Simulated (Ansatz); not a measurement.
# HF/3-21G run of GeNH4Cl (SMILES [NH2][GeH2][Cl])

What is the energy change on altering one bond length of GeNH4Cl at HF/3-21G? 

The results are computed with Ansatz 0.2.0.

68 further runs of the same task are left out: 68 set aside as unsound or not needed.

### 1 The structure to begin with

GeNH4Cl has 7 atoms, charge 0, and is taken as a singlet. SMILES: `[NH2][GeH2][Cl]`. The shape is that of a PBE0-D4/def2-TZVP optimisation. This is one conformer, not always the lowest.

Bond lengths: N1–Ge2 1.818 Å, Ge2–Cl3 2.176 Å, N1–H4 1.010 Å, N1–H5 1.010 Å, Ge2–H6 1.530 Å, Ge2–H7 1.530 Å. Angles: N1–Ge2–Cl3 112.8°, N1–Ge2–H6 108.7°, N1–Ge2–H7 108.7°, Cl3–Ge2–H6 105.8°, Cl3–Ge2–H7 105.8°, Ge2–N1–H4 115.0°, Ge2–N1–H5 115.0°, H6–Ge2–H7 115.1°, H4–N1–H5 109.1°.

### 2 The energy at HF/3-21G

File job.yaml:

```yaml
crystal:
  periodic: [false, false, false]
  atoms:
    - {symbol: "N", position_ang: [-0.792900, 0.515500, -0.722700]}
    - {symbol: Ge, position_ang: [0.579900, 0.003300, 0.353200]}
    - {symbol: Cl, position_ang: [0.394500, -2.054600, 1.034500]}
    - {symbol: H, position_ang: [-1.700900, 0.526800, -0.279600]}
    - {symbol: H, position_ang: [-0.858900, 0.014700, -1.597700]}
    - {symbol: H, position_ang: [0.559300, 0.864900, 1.617200]}
    - {symbol: H, position_ang: [1.880200, 0.061300, -0.450600]}
basis:
  gaussian:
    orbitals: 3-21G-spherical.json
accuracy: high
hamiltonian:
  xc: hf
output:
  orbitals: {seedname: orbitals}
```

The basis set 3-21G is read from a file made from the Basis Set Exchange's data (not shown).

Command:

```bash
$ ansatz run job.yaml --threads 1 --pin off --max-ram 3480MiB --events-out events.jsonl --progress --plain --runs-dir runs
```

Standard output:

```text
Warning: RAYON_NUM_THREADS=1 ignored (pool sized by the plan → 1); use --threads N
Functional definition: HF
  name "HF"
  exchange = exact_x
  correlation = 0
1053 factors; integrals over basis functions are off by at most 4.5e-9 eV
mean field evaluation 1: about -70180.7905 eV, gradient 2.6e1 eV
mean field evaluation 2: about -70180.9690 eV, gradient 2.7e1 eV
mean field evaluation 4: about -70182.6597 eV, gradient 1.9e0 eV
mean field evaluation 8: about -70182.6780 eV, gradient 1.4e-1 eV
mean field evaluation 16: about -70182.6781 eV, gradient 4.4e-8 eV
mean field -70182.67813687 eV, -2579.1658500020 hartree, gradient 4.4e-8 eV, S^2 0.000000; 0 other end points of the search recorded, 0 dependent functions left out
reference -70182.67813687 eV, -2579.1658500020 hartree; 30, 30 occupied and 22, 22 virtual orbitals, 1053 factors
Total energy: -70182.67813687 eV, -2579.1658500020 hartree
```

Run time: 0.72 s. Hardware: 1 thread of Arm Neoverse V1, shared host; peak memory 0.12 GiB.

### 3 The distorted shape

File run.yaml:

```yaml
basis:
  gaussian: {orbitals: 3-21G-spherical.json}
crystal:
  periodic: [false, false, false]
  atoms:
    - {symbol: "N", position_ang: [-1.443071, 0.486499, -0.320787]}
    - {symbol: Ge, position_ang: [-0.070271, -0.025701, 0.755113]}
    - {symbol: Cl, position_ang: [-0.255671, -2.083601, 1.436413]}
    - {symbol: H, position_ang: [-2.351071, 0.497799, 0.122313]}
    - {symbol: H, position_ang: [-1.509071, -0.014301, -1.195787]}
    - {symbol: H, position_ang: [-0.090871, 0.835899, 2.019113]}
    - {symbol: H, position_ang: [1.880200, 0.061300, -0.450600]}
total_charge: 0
hamiltonian: {xc: hf}
accuracy: high
output: {orbitals: {seedname: orbitals}}
```

The basis set 3-21G is read from a file made from the Basis Set Exchange's data (not shown).

Command:

```bash
$ ansatz run run.yaml --threads 1 --pin off --max-ram 3480MiB --events-out events.jsonl --progress --plain --runs-dir runs
```

Standard output:

```text
Warning: RAYON_NUM_THREADS=1 ignored (pool sized by the plan → 1); use --threads N
Functional definition: HF
  name "HF"
  exchange = exact_x
  correlation = 0
1043 factors; integrals over basis functions are off by at most 4.8e-9 eV
mean field evaluation 1: about -70178.5605 eV, gradient 2.6e1 eV
mean field evaluation 2: about -70178.7293 eV, gradient 2.7e1 eV
mean field evaluation 4: about -70180.4349 eV, gradient 2.0e0 eV
mean field evaluation 8: about -70180.4560 eV, gradient 1.6e-1 eV
mean field evaluation 16: about -70180.4562 eV, gradient 3.0e-8 eV
mean field -70180.45621622 eV, -2579.0841959245 hartree, gradient 3.0e-8 eV, S^2 0.000000; 0 other end points of the search recorded, 0 dependent functions left out
reference -70180.45621622 eV, -2579.0841959245 hartree; 30, 30 occupied and 22, 22 virtual orbitals, 1043 factors
Total energy: -70180.45621622 eV, -2579.0841959245 hartree
```

Wall time 0.72 s (1 thread of Arm Neoverse V1, shared host); peak memory 0.12 GiB.

### 4 Summary of results

At HF/3-21G:

| quantity | value |
| --- | --- |
| first shape: total energy | -2579.16585 Eh |
| first shape: HOMO energy | -11.32 eV |
| first shape: LUMO energy | 3.86 eV |
| first shape: HOMO–LUMO gap | 15.18 eV |
| distorted shape: total energy | -2579.08420 Eh |
| distorted shape: HOMO energy | -10.50 eV |
| distorted shape: LUMO energy | 1.60 eV |
| distorted shape: HOMO–LUMO gap | 12.10 eV |
| energy change with the Ge2–H7 bond stretched from 1.530 to 2.295 Å | 2.222 eV |

With the Ge2–H7 bond stretched from 1.530 to 2.295 Å the energy rises by 2.22 eV (51 kcal/mol). The first shape isn't relaxed at this level, so the change isn't measured from a minimum.
